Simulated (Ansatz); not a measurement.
This script drives Ansatz's Python interface.

The script, `hull.py`:
```python
'''Convex hull of a few V-H phases, after relaxing cells and atoms.'''

from collections import Counter

import ansatz as az
import pandas as pd
from pymatgen.analysis.phase_diagram import PDEntry, PhaseDiagram
from pymatgen.core import Composition

PHASES = {
    'VH P6_3/mmc': (
        [(2.73558, 0.0, 0.0), (-1.36779, 2.369082, 0.0), (0.0, 0.0, 4.935968)],
        [
            ('V', (0.0, 0.0, 0.0)),
            ('V', (0.0, 0.0, 0.5)),
            ('H', (2 / 3, 1 / 3, 0.75)),
            ('H', (1 / 3, 2 / 3, 0.25)),
        ],
    ),
    'VH2 Fm-3m': (
        [(0.0, 2.1355, 2.1355), (2.1355, 0.0, 2.1355), (2.1355, 2.1355, 0.0)],
        [
            ('V', (0.0, 0.0, 0.0)),
            ('H', (0.25, 0.25, 0.25)),
            ('H', (0.75, 0.75, 0.75)),
        ],
    ),
    'VH Fm-3m': (
        [(0.0, 1.963754, 1.963754), (1.963754, 0.0, 1.963754), (1.963754, 1.963754, 0.0)],
        [
            ('V', (0.0, 0.0, 0.0)),
            ('H', (0.5, 0.5, 0.5)),
        ],
    ),
    'V': (
        [(-1.51435, 1.51435, 1.51435), (1.51435, -1.51435, 1.51435), (1.51435, 1.51435, -1.51435)],
        [
            ('V', (0.0, 0.0, 0.0)),
        ],
    ),
    'H2': (
        [(9.0, 0.0, 0.0), (0.0, 9.5, 0.0), (0.0, 0.0, 10.0)],
        [
            ('H', (0.5, 0.5, 0.4625)),
            ('H', (0.5, 0.5, 0.5375)),
        ],
    ),
}
MOMENTS = {'V': 1.5}  # parallel starting moments in muB


def build(vectors, sites):
    crystal = az.Crystal(lattice=az.Lattice.of(vectors))
    for symbol, position in sites:
        crystal = crystal.atom(symbol, position)
    return crystal

POLARISED = {'VH P6_3/mmc', 'VH2 Fm-3m', 'VH Fm-3m', 'V'}

GASES = {'H2'}


def solve(name, crystal):
    calc = (
        crystal.calculation()
        .functional('r2scan')
        .basis(530)
        .kpoints(spacing=0.27)
        .occupations('fermi_dirac', width=0.05)
    )
    if name in POLARISED:
        calc = calc.spin('collinear')
    if name in GASES:
        return calc.kpoints(1, 1, 1).relax(force_tolerance=0.02).run()
    calc = calc.relax(force_tolerance=0.02, cell=True)
    return calc.run()


def counts(outcome):
    return Counter(site.symbol for site in outcome.lattice.sites)

phases = {name: build(*cell) for name, cell in PHASES.items()}
for name in ['VH P6_3/mmc', 'VH2 Fm-3m', 'VH Fm-3m', 'V']:
    phases[name] = phases[name].moments({e: m for e, m in MOMENTS.items() if e in phases[name].species()})

done = {name: solve(name, crystal) for name, crystal in phases.items()}

entries = [PDEntry(Composition(dict(counts(o))), o.report['energy_sigma0_ev'], name=name) for name, o in done.items()]
diagram = PhaseDiagram(entries)
rows = [(e.name, e.composition.get_atomic_fraction('H'), diagram.get_form_energy_per_atom(e), diagram.get_e_above_hull(e)) for e in entries]
rows.sort(key=lambda row: row[1])
print(pd.DataFrame(rows, columns=['phase', 'x(H)', 'E_form (eV/atom)', 'above hull (eV/atom)']).round(4).to_string(index=False))
print('on the hull of these phases:', ', '.join(row[0] for row in rows if row[3] < 1e-6))
```

It is started by `python hull.py`. How long does it take on 1 thread of Arm Neoverse V2, with other jobs on the host, and how much memory does it need?

It took about 2.7 min, with a peak of 0.89 GiB, for 5 runs of the engine.

```console
$ python hull.py
RunWarning: the starting moments were not kept: the SCF closed with an absolute magnetisation of 3.4e-6 μB, where they sum to 3 μB in size (2 sites). That is at most 0.1 of that sum. Measured as [...]
      phase   x(H)  E_form (eV/atom)  above hull (eV/atom)
          V 0.0000            0.0000                0.0000
VH P6_3/mmc 0.5000            0.0772                0.2744
   VH Fm-3m 0.5000           -0.1971                0.0000
  VH2 Fm-3m 0.6667           -0.2381                0.0000
         H2 1.0000            0.0000                0.0000
on the hull of these phases: V, VH Fm-3m, VH2 Fm-3m, H2
```
(Warnings from the package without file and line, shortened, repeats left out.)

Reading the output:
- The SCF didn't keep the moments it started from (some shrank, vanished or turned); what is printed is the state reached.
- For the metals among these phases the mesh is modest: differences between phases can be off by up to 40 meV an atom.
- r2SCAN tends to overestimate the moments of itinerant magnets.
- The cells come from databases of deposited and of computed structures, and not all need be stable phases.
- Differences under about 40 meV an atom lie within the error of mesh and functional, so such verdicts may flip; only the cells listed enter the hull.

(Lines on the test bed's own set-up are left out of the output.)
